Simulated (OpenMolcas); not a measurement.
# Cu²⁺ among point charges: CASSCF and CASPT2 levels and susceptibility

How does a field of 4 point charges split the states of Cu²⁺, and what χT follows?

Method: state-averaged CASSCF and CASPT2, spin-orbit coupling by RASSI with atomic mean-field integrals. Code: OpenMolcas 26.06.

**1. Starting point**

* Species: Cu²⁺ (copper, Z = 29, 27 electrons)
* Basis: ANO-RCC-VDZP [5s4p2d1f], 34 functions
* Scalar Hamiltonian: DKH2, point nucleus
* Inactive shells: 1s 2s 2p 3s 3p
* Active space: 9 electrons in 5 orbitals (3d)
* Some configurations of this space: 3d⁹
* Orbitals: optimised for each spin and parity, averaged over all roots

The outer shells:

3d9
```
3d [↑↓][↑↓][↑↓][↑↓][↑ ]
```

The ion sits among 4 point charges of -0.8 e arranged as a square (D4h), 1.96 Å from the ion.

The work runs as a chain of OpenMolcas steps in one folder; each step below is one input file. Labels, J, g values, rates, χT and fits are worked out afterwards by a script from the matrices that RASSI stores. The input lists half of the charges; inversion (Group=XYZ) makes the rest.

**2. GATEWAY and SEWARD: basis and integrals**

The input, a.inp:

```
&GATEWAY
Coord
1

Cu 0.0 0.0 0.0
Basis=ANO-RCC-VDZP
Group=XYZ
NoMove
AngMom=0.0 0.0 0.0
AMFI
XField
2 Angstrom 0
1.960000 0.000000 0.000000 -0.800000
0.000000 1.960000 0.000000 -0.800000
&SEWARD
```

Launch:

```sh
> OMP_NUM_THREADS=1 MOLCAS_MEM=1689 MOLCAS_PROJECT=a pymolcas a.inp > a.log
```

**3. Reference wave functions, doublets of even parity, 5 roots**

The input, a.inp:

```
&RASSCF
FileOrb=start.orb
Symmetry=1
Spin=2
nActEl=9 0 0
Inactive=3 6
Ras2=5 0
CIRoot=5 5 1
SDav=5
CIMx=300
Iter=120 100
PrWF=0.3
OrbListing=Nothing
MaxOrb=0
>>> COPY $Project.JobIph JOB001
```

start.orb holds the contracted functions of the basis, ordered by shell, or the orbitals of the step before.

**4. State interaction with spin-orbit coupling**

The input, a.inp:

```
&RASSI
NrOfJobIphs=1 5
1 2 3 4 5
IphNames
JOB001
EJob
SpinOrbit
DIPRint=1.0
SOCoupling=1000.0
Subsets=2
Property=9
'ANGMOM' 1 'ANGMOM' 2 'ANGMOM' 3 'MLTPL  1' 1 'MLTPL  1' 2 'MLTPL  1' 3
'AMFI' 1 'AMFI' 2 'AMFI' 3
SOProperty=3
'ANGMOM' 1 'ANGMOM' 2 'ANGMOM' 3
```

**5. CASPT2: IPEA 0.25, imaginary shift 0.1 (closed shells correlated: 3s 3p)**

The input, a.inp:

```
>>> COPY JOB001 $Project.JobIph
&CASPT2
Multistate=5 1 2 3 4 5
NoMult
Frozen=2 3
IPEA=0.25
Imaginary=0.1
MaxIter=60
WThr=0.0 0.3 0.05
PrWF=0.5
NoMix
```

(Steps that only read results are left out.)

Q: Predict the outcome of this session. Wanted: spin-free ground state; first state of the same spin within the active space; lowest level; next level.

**Answer**, as computed:

| quantity | value |
| --- | --- |
| method | SS-CASPT2, IPEA 0.25, imaginary shift 0.1 (closed shells correlated: 3s 3p) |
| spin-free ground state | 2B1, 1-fold in its orbital part |
| first state of the same spin within the active space | 2B2 at 1780 cm⁻¹ |
| lowest level | 2-fold E3/2, g = 1.74, 1.74, 4.62 |
| next level | 2296.8 cm⁻¹ |
| χT at 300 K | 0.95 cm³ K/mol |
| effective moment at 300 K | 2.76 μB |

Cost by method:

| method | time of its own steps | time with the reference |
| --- | --- | --- |
| A. CASSCF | 1.9 s | 1.9 s |
| B. SS-CASPT2, IPEA 0.25, imaginary shift 0.1, +3s 3p | 0.31 s | 2.2 s |

Times are of one thread on a shared host.

In words: The spin-free ground state (2B1) comes to 100 % from free-ion D terms and keeps the highest spin of the shell. χT at 300 K is 0.95, against 0.38 cm³ K/mol for the spin alone, so orbital moment adds to it. The field of point charges can differ much from that of real complexes. Point charges carry no covalency, so the field is a model and not that of real ligands.
